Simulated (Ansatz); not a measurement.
**FGeHS (SMILES [F][Ge][SH]): a rigid scan of the bond length Ge2–S3**

The task here is to estimate one member of a computed series from the others.

Computed with Ansatz 0.2.0, Gaussian basis. Level: single points in def2-TZVPP.

Levels: PBE-D4, r2SCAN-D4, PBE0-D4, B3LYP-D4, wB97M-V, Hartree-Fock, MP2, CCSD, CCSD(T). The scan takes 1.833, 1.927, 2.065, 2.226, 2.405, 2.597, 2.802, 3.016, 3.241 Å.

Cores are frozen in the correlated methods. Filled d shells of the heavier atoms are correlated. B3LYP uses VWN-RPA correlation.

28 further runs of the same task are left out: 9 that didn't finish, 19 set aside as unsound or not needed.

## The system as given

The minimum, relaxed at PBE0-D4: 4 atoms, charge 0, spin multiplicity 1.

Atoms are counted from 1 here; the program's logs count them from 0.

Bond lengths: F1–Ge2 1.757 Å, Ge2–S3 2.235 Å, S3–H4 1.345 Å. Angles: F1–Ge2–S3 95.2°, Ge2–S3–H4 92.2°.

Coordinates:

```csv
atom,x (Å),y (Å),z (Å)
F1,-1.9109,0.4714,0.5746
Ge2,-0.3041,-0.0642,1.0419
S3,0.5315,-0.0274,-1.0308
H4,1.7390,-0.4401,-0.6060
```

Energies of the minimum (eV), from earlier single points: PBE-D4 -70074.59539, r2SCAN-D4 -70088.03704, PBE0-D4 -70076.67486, B3LYP-D4 -70092.09877, wB97M-V -70085.82698, CCSD(T) -70035.04437.

At the minimum the bond length Ge2–S3 is 2.235 Å.

The first run:

Contents of ccsdt-tzvpp/in.yaml:

```yaml
crystal:
  periodic: [false, false, false]
  atoms:
    - {symbol: F, position_ang: [-1.910853, 0.471427, 0.574614]}
    - {symbol: Ge, position_ang: [-0.304096, -0.064244, 1.041916]}
    - {symbol: S, position_ang: [0.381215, -0.034052, -0.657886]}
    - {symbol: H, position_ang: [1.588674, -0.446677, -0.233106]}
basis:
  gaussian: {orbitals: def2-TZVPP}
correlation: {method: ccsd_t}
```

No record of the launch command was kept for these runs.

Steps of the session up to this table: Ge2–S3 = 1.833 Å; Ge2–S3 = 1.927 Å; Ge2–S3 = 2.065 Å; Ge2–S3 = 2.226 Å; Ge2–S3 = 2.405 Å; Ge2–S3 = 2.597 Å; Ge2–S3 = 2.802 Å; Ge2–S3 = 3.016 Å; Ge2–S3 = 3.241 Å.

One of the session's tables, all rows but one given; the rest of the session is left out.

It belongs to the step «The curves». Energies less that of the minimum at the same level (kJ/mol):

| bond length (Å) | PBE-D4 | PBE0-D4 | B3LYP-D4 | wB97M-V | Hartree-Fock |
| --- | --- | --- | --- | --- | --- |
| 1.833 | 199.3 | 187.1 | 199.8 | 186.1 | 197.9 |
| 1.927 | 104.0 | 94.0 | 103.7 | 92.9 | 99.3 |
| 2.065 | 28.9 | 23.1 | 28.4 | 22.2 | 24.1 |
| 2.226 | 0.4 | 0.1 | 0.3 | 0.0 | 0.0 |
| 2.235 (minimum) | 0.0 | 0.0 | 0.0 | 0.0 | 0.0 |
| 2.405 | 8.5 | 14.3 | 9.4 | 15.5 | 15.7 |
| 2.597 | 39.0 | 51.2 | 41.1 | 54.1 | 55.4 |
| 2.802 | 81.0 | 99.5 | 84.5 | 104.4 | 107.4 |
| 3.016 | ? | ? | ? | ? | ? |
| 3.241 | 171.0 | 201.4 | 178.7 | 211.4 | 218.0 |

Q: Estimate the row for bond length (Å) = 3.016 from the others.

Worked estimate for «PBE-D4». A straight line through the neighbours (2.802, 81.0) and (3.241, 171.0) gives 81.0 + (171.0 − 81.0) × (3.016 − 2.802) / (3.241 − 2.802) = 124.9; a parabola fitted to 3 rows on both sides gives 124.9.

The run gave: PBE-D4: 126.4; PBE0-D4: 150.9; B3LYP-D4: 131.8; wB97M-V: 158.2; Hartree-Fock: 162.9. In «PBE-D4» the line misses by -1.5 and the parabola by -1.5.
